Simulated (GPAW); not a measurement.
The system is SiF.

```
Si F
1.0
     3.02860    0.00000    0.00000
     0.00000    3.02860    0.00000
     0.00000    0.00000    3.02860
Si F
1 1
Cartesian
  1.5143 1.5143 1.5143
  0.0000 0.0000 0.0000
```

The cell was built by a generator and needn't be a form met in nature.

Base run:

* Program: GPAW 26.7.0
* Functional: LDA
* Potentials or basis: the program's PAW data sets (release 1.2.1) made for this functional, newer versions
* Cutoff: 800 eV
* Basis: pw
* k mesh: 9 × 9 × 9
* Occupations: fermi-dirac, width 0.05 eV
* Spin: no spin polarisation

Its results: pressure -6.0 GPa.

Problem. The run is repeated on the same cell with these changes: potentials or basis from the program's PAW data sets (release 1.2.1) made for this functional, newer versions to PAW data sets generated in the run's folder for this functional. What comes out?

Solution. Pressure -6.8 GPa.

Caveats: an odd number of electrons without spin polarisation forces a metal; a magnetic or distorted state may lie lower.
